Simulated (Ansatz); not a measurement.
ZrBrN:

```
CELL_PARAMETERS angstrom
3.61974 0.00000 0.00000
0.00000 4.11929 0.00000
0.00000 0.00000 9.02239
ATOMIC_POSITIONS crystal
Zr 0.50000 0.00000 0.90199
Zr 0.00000 0.50000 0.09801
Br 0.50000 0.50000 0.32986
Br 0.00000 0.00000 0.67014
N 0.50000 0.50000 0.96949
N 0.00000 0.00000 0.03051
```

The cell is a database's computed one.

| Property | Result |
| --- | --- |
| Program | Ansatz 0.2.0 |
| Task | relaxation of cell and atoms |
| Functional | PBE |
| Potentials or basis | Ansatz PAW |
| Cutoff | 420 eV (not typed: the program's choice for these potentials) |
| k mesh | 7 × 7 × 3 |
| Occupations | fermi-dirac, width 0.05 eV |
| Spin | no spin polarisation |

At the start: volume 22.42 Å³/atom.

Problem. How do energy, volume and symmetry change on relaxing?

Solution. It ends after 13 steps and the volume is 24.46 Å³/atom (+9.1 %); space group Pmmn (No. 59, to 0.05 Å).

Step by step:
| step | energy change (eV) | largest force (eV/Å) | volume (Å³) |
| --- | --- | --- | --- |
| 1 | 0.0000 | 0.0537 | 134.53 |
| 2 | -0.0066 | 0.1127 | 139.11 |
| 3 | -0.0098 | 0.0323 | 140.26 |
| 4 | -0.0098 | 0.0239 | 141.25 |
| 5 | -0.0096 | 0.0053 | 141.69 |
| 6 | -0.0193 | 0.0041 | 141.69 |
| 7 | -0.0190 | 0.0077 | 143.74 |
| 8 | -0.0181 | 0.0088 | 144.99 |
| 9 | -0.0217 | 0.0081 | 144.99 |
| 10 | -0.0212 | 0.0013 | 145.73 |
| 11 | -0.0204 | 0.0113 | 146.76 |
| 12 | -0.0204 | 0.0002 | 146.74 |
| 13 | -0.0221 | 0.0002 | 146.74 |

Final structure:
```
CELL_PARAMETERS angstrom
3.62563 0.00000 0.00000
0.00000 4.13981 0.00000
0.00000 0.00000 9.77675
ATOMIC_POSITIONS crystal
Zr 0.50000 0.00000 0.91005
Zr 0.00000 0.50000 0.08995
Br 0.50000 0.50000 0.30511
Br 0.00000 0.00000 0.69489
N 0.50000 0.50000 0.97123
N 0.00000 0.00000 0.02877
```

Caveat: the plane-wave basis is chosen anew once the cell has moved, so the energies of steps on either side of that aren't comparable; this functional lacks dispersion, which binds the layers, so the pressure and a relaxed spacing across them are unreliable.
